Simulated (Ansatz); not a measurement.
This was printed by a script on Ansatz's Python interface, for a ladder of methods at one geometry of C2H7Sn, SMILES [CH2][SnH2][CH3]. What did the script look like? Settings (for the species named): MP2, def2-SVP basis, multiplicity 2. The script varies method: mp2, ccsd, ccsd_t.

```yaml
atoms:
  - { symbol: C, position_ang: [-1.6221, 0.3262, -1.0195] }
  - { symbol: Sn, position_ang: [0.2540, 0.6864, -0.1523] }
  - { symbol: C, position_ang: [0.7097, -0.9744, 1.0936] }
  - { symbol: H, position_ang: [-1.5813, -0.5571, -1.6255] }
  - { symbol: H, position_ang: [-1.9153, 1.2162, -1.7149] }
  - { symbol: H, position_ang: [0.2304, 2.1715, 0.8028] }
  - { symbol: H, position_ang: [1.4858, 0.8334, -1.4127] }
  - { symbol: H, position_ang: [0.0192, -1.0499, 1.9020] }
  - { symbol: H, position_ang: [0.7590, -1.8880, 0.5435] }
  - { symbol: H, position_ang: [1.7438, -0.8154, 1.5859] }
```

```console
$ python methods.py
Hartree-Fock reference -293.001882 Ha
mp2      total -293.385488 Ha  correlation  -10.4385 eV  (85.5 % of the last)
ccsd     total -293.438307 Ha  correlation  -11.8757 eV  (97.3 % of the last)
ccsd_t   total -293.450359 Ha  correlation  -12.2037 eV  (100.0 % of the last)
```

The script that was run (others could print the same):

Script `methods.py`:
```python
# -*- coding: utf-8 -*-
'''C2H7Sn at several levels of theory.'''

import warnings

import ansatz as az
from ase import Atoms

warnings.simplefilter('ignore', az.DeckWarning)

atoms = Atoms(['C', 'Sn', 'C', 'H', 'H', 'H', 'H', 'H', 'H', 'H'], positions=[
    (-1.6221, 0.3262, -1.0195),
    (0.254, 0.6864, -0.1523),
    (0.7097, -0.9744, 1.0936),
    (-1.5813, -0.5571, -1.6255),
    (-1.9153, 1.2162, -1.7149),
    (0.2304, 2.1715, 0.8028),
    (1.4858, 0.8334, -1.4127),
    (0.0192, -1.0499, 1.902),
    (0.759, -1.888, 0.5435),
    (1.7438, -0.8154, 1.5859),
])
molecule = az.Crystal.molecule_from_ase(atoms)

job = molecule.calculation()
job = job.basis(gaussian='def2-SVP')
job = job.spin('collinear', total=1)
job = job.scf(lower_state_search='standard')

methods = ['mp2', 'ccsd', 'ccsd_t']
reports = [job.correlation(m).run().report for m in methods]
print(f'Hartree-Fock reference {reports[0]["reference_energy_ev"] / 27.211386246:.6f} Ha')
best = reports[-1]['free_energy_ev'] - reports[-1]['reference_energy_ev']
for method, each in zip(methods, reports):
    gained = each['free_energy_ev'] - each['reference_energy_ev']
    print(f'{method:8s} total {each["free_energy_ev"] / 27.211386246:.6f} Ha  correlation {gained:9.4f} eV  ({100 * gained / best:.1f} % of the last)')
```

What to keep in mind:
- These settings explore the input space; basis and method may be short of convergence.
- The geometry is a force-field or estimated start, not a minimum of this method, and the basis set is short of its limit. A lower total doesn't mark the better method: functionals have no common bound, and MP2 and coupled cluster aren't variational.
- def2 sets replace the cores of elements past krypton by effective core potentials.
- The run takes the species as open-shell (spin multiplicity 2), which needn't be its ground state.
- Inner cores stay frozen; a filled d shell under the valence of the heavier atoms is correlated with it.
- Wall time of the script: 110 s on 1 thread of Arm Neoverse N1 (shared host), peak memory 0.8 GiB.
